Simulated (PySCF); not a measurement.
# KP: bond curves at several levels of theory

The task here is to estimate one member of a computed series from the others.

Computed with PySCF 2.14.0. Level: K 6-31G(d,p), P 6-31G(d,p), no relativity.

Set-up of the first run:

Settings of the job:

```json
{
 "atoms": "K, P",
 "charge": "0",
 "basis": "K 6-31G(d,p), P 6-31G(d,p)",
 "Hamiltonian": "no relativity",
 "basis functions": "50",
 "electrons treated": "34",
 "masses in u": "38.9637, 30.9738",
 "levels": "PBE0, PBE, r²SCAN, TPSS, LDA, TPSSh, HF, MP2, SCS-MP2, CCSD, CCSD(T)",
 "grid": "80 radial by 434 angular points",
 "occupations": "held fixed by the projection of orbital angular momentum",
 "dissociation limit": "K + P, each in its ground configuration",
 "starting distance in angstrom": "3.010",
 "values of 2S to try": "0, 2, 4"
}
```

The run is started by

```console
> OMP_NUM_THREADS=1 python dia.py task.json out
```

Steps of the session up to this table: Set-up; The PBE0 curve of the state that the search chose; Higher solutions at PBE0; PBE; r²SCAN; TPSS; LDA; TPSSh; UHF (mean field); Correlated methods on the Hartree–Fock reference.

One of the session's tables, all rows but one given; the rest of the session is left out.

It belongs to the step «Constants by level of theory». 

```
      level  Re (Å)  ωe (cm⁻¹)  De (eV)
   UHF-CCSD   3.131      178.1     0.58
UHF-CCSD(T)   3.136      182.0     0.63
        LDA   2.971      210.1     1.60
        PBE   3.039      198.0     1.37
       TPSS   3.038      203.0     1.46
     r²SCAN   3.052      199.6     1.29
      TPSSh       ?          ?        ?
       PBE0   3.028      206.6     1.26
```

**Question.** Estimate the row for TPSSh.

**Answer.** Re (Å): 3.034; ωe (cm⁻¹): 205.6; De (eV): 1.40. In the column «Re (Å)» it lies between PBE0 (3.028) and TPSS (3.038).

De is counted to K + P in their ground configurations.
